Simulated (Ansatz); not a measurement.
# GeNH2 (quartet): from Hartree-Fock to the top rungs at a displaced geometry (v2), cc-pVDZ

The task here is to estimate one member of a computed series from the others.

Program: Ansatz 0.2.0, Gaussian basis. Level of theory: cc-pVDZ, core rule «outside noble gas», up to 15 orbitals frozen. These are calculated values, not measurements.

To be run: UHF; CCSD(T) on ROHF; CCSD(T) on UHF; BCCD(T) on ROHF; CISD; CCSDT(Q) on ROHF; CCSDT(Q) on UHF; CASSCF and MRCISD+Q, 11 electrons in 10 orbitals; CASSCF and NEVPT2, 11 electrons in 10 orbitals.

23 further runs of the same task are left out: 2 for a known fault of the program, 9 that didn't finish, 12 set aside as unsound or not needed.

## What is computed

The geometry is a PBE0/def2-TZVP stationary point (not a proven minimum) with its atoms shifted at random (size 0.100 Å). No spin-orbit coupling is included. The filled d shell of Ge may be among the frozen orbitals whatever the setting's name suggests; the logs give the count.

4 atoms, charge 0, spin multiplicity 4.

Atoms are counted from 1 here; the program's logs count them from 0.

Bond lengths: Ge1–N2 1.932 Å, Ge1–H3 1.567 Å, N2–H4 1.081 Å. Angles: N2–Ge1–H3 111.3°, Ge1–N2–H4 105.1°.

Coordinates:

```csv
atom,x (Å),y (Å),z (Å)
Ge1,0.0296,0.0445,0.3199
N2,-0.2120,-0.1633,-1.5860
H3,0.2233,-1.3423,1.0233
H4,0.5888,0.4077,-2.0344
```

Set-up of the first run:

Contents of in.yaml:

```yaml
crystal:
  periodic: [false, false, false]
  atoms:
    - {symbol: Ge, position_ang: [0.029604, 0.044463, 0.319850]}
    - {symbol: N, position_ang: [-0.211968, -0.163340, -1.586014]}
    - {symbol: H, position_ang: [0.223287, -1.342290, 1.023310]}
    - {symbol: H, position_ang: [0.588787, 0.407746, -2.034362]}
basis:
  gaussian: {orbitals: cc-pVDZ}
magnetization: {spin_polarized: true, initial_magnetization: 3}
hamiltonian: {xc: hf}
output: {orbitals: {seedname: orbitals}}
```

On the command line:

```sh
ansatz run in.yaml --threads 1 --pin off --events-out ev --progress --plain --max-ram 2393MiB
```

Among the steps run: UHF; CCSD(T) on ROHF; CCSD(T) on UHF; BCCD(T) on ROHF; CISD; CCSDT(Q) on ROHF; CCSDT(Q) on UHF; CASSCF and MRCISD+Q, 11 electrons in 10 orbitals; CASSCF and NEVPT2, 11 electrons in 10 orbitals.

One table of the session follows, with a row left open; its other results are not shown here.

| method | from UCCSDT(Q) (kJ/mol) |
| --- | --- |
| ROHF | +641.9 |
| UHF | +620.0 |
| RMP2 | +103.5 |
| UMP2 | +104.5 |
| RCCSD | +22.4 |
| UCCSD | +20.8 |
| RCCSD(T) | +5.2 |
| UCCSD(T) | +4.3 |
| BCCD(T) | +5.2 |
| RCCSDT | +2.4 |
| UCCSDT | +1.4 |
| RCCSDT(Q) | +1.0 |
| UCCSDT(Q) | 0 |
| CASSCF valence | +438.4 |
| NEVPT2 valence | ? |
| MRCISD valence | +29.5 |
| MRCISD+Q valence | +3.0 |

**Question.** Estimate the row for NEVPT2 valence.

The run gave: from UCCSDT(Q) (kJ/mol): +91.9. In the column «from UCCSDT(Q) (kJ/mol)» it lies between MRCISD valence (+29.5) and RMP2 (+103.5).

Among the levels timed on like hardware and quicker than the yardstick, those that no quicker one beats, quickest first: BCCD(T) (7.5 s, +5.2 kJ/mol); RCCSD(T) (12 s, +5.2 kJ/mol); UCCSD(T) (13 s, +4.3 kJ/mol); MRCISD+Q valence (27 s, +3.0 kJ/mol).

Not comparable, so not listed: CISD (they don't share determinant, frozen orbitals or solution with the rows shown, or repeat one).

Limits of these values: Of the multireference levels listed MRCISD+Q valence comes nearest in total energy (+3.0 kJ/mol), which doesn't show that its space is the better one. Restricted and unrestricted rows rest on different reference determinants; where their highest levels disagree by more than a few hundredths of an eV, they describe different states and don't form one ladder.
